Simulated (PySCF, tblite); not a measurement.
# C₆H₅BF₂N radical: geometry, infrared bands and EPR parameters

What infrared bands and EPR parameters should C₆H₅BF₂N radical (`[NH]c1cccc(B(F)F)c1`) show?

Programs: tblite 0.8.0 and PySCF 2.14.0, with density-fitted response routines of our own. Each step states its level of theory. These are calculated values for one molecule in the gas phase, unless marked as measured. Atoms are numbered from 0 throughout.

### Step 1. The molecule as given

15 atoms, charge 0, multiplicity 2; geometry from: force field or distance geometry start.

Bonds of the start (Å): N0–C1 1.43, C1–C2 1.39, C2–C3 1.40, C3–C4 1.40, C4–C5 1.40, C5–B6 1.58, B6–F7 1.45, B6–F8 1.45, C5–C9 1.41, C9–C1 1.40, N0–H10 1.04, C2–H11 1.10, C3–H12 1.08, C4–H13 1.09, C9–H14 1.08.

### Step 2. Optimising the geometry with GFN2-xTB

Job settings and geometry (Å):

```
{"job": {"kind": "relax", "xc": "GFN2-xTB", "basis": "xTB"}, "charge": 0, "multiplicity": 2}
N     -1.994100    -2.069800     0.289000
C     -1.212700    -0.885900     0.139500
C     -1.818400     0.359500     0.111000
C     -1.059100     1.529000    -0.038300
C      0.332500     1.431100    -0.118800
C      0.960300     0.179100    -0.088200
B      2.531100     0.081600    -0.197600
F      3.338500     1.277600    -0.331900
F      3.189600    -1.213100    -0.151200
C      0.184300    -0.983300     0.057100
H     -1.575300    -3.019700     0.322700
H     -2.908900     0.437500     0.183400
H     -1.546500     2.490900    -0.051500
H      0.916300     2.341900    -0.234900
H      0.658000    -1.948200     0.087800
```

Run with:

```sh
$ OMP_NUM_THREADS=1 python probes_run.py task.json out
```

This one command runs all jobs of the session in turn.

**Question.** This job is followed by: GFN2-xTB harmonic vibrations, gas phase; UKS B3LYP, pcH-1 on B C F H N, non-relativistic, mean-field spin-orbit, GIAO. Predict these results of the whole session: strongest single infrared mode (GFN2-xTB); zero-point energy (GFN2-xTB); g(iso) (B3LYP); ⟨S²⟩; largest a(iso) (averaged by class); surface potential, 1st and 99th percentile.

As calculated:

| quantity | value |
| --- | --- |
| strongest single infrared mode (GFN2-xTB) | 1279 cm⁻¹, 461 km/mol |
| zero-point energy (GFN2-xTB) | 62.5 kcal/mol |
| g(iso) (B3LYP) | 2.00354 |
| ⟨S²⟩ | 0.789 (exact 0.75) |
| largest a(iso) (averaged by class) | 13C on C1, -41.6 MHz |
| surface potential, 1st and 99th percentile | -1.64 V and 1.68 V |

In words: Relaxing lowered the energy by 1.067 eV in 23 steps; the close pair that moved most is B6–F8, from 1.453 to 1.319 Å. All 39 modes are real, so the xTB geometry is a minimum. The strongest single mode, at 1279 cm⁻¹, is spread over many atoms; the largest shares are those of B6, H12. Unscaled tight-binding wavenumbers are off by several per cent, some by more. Its intensities can rank the bands wrongly. The largest share of the spin, 0.59 e, sits on N0. The isotropic g lies 1.2 ppt above the free-electron value.
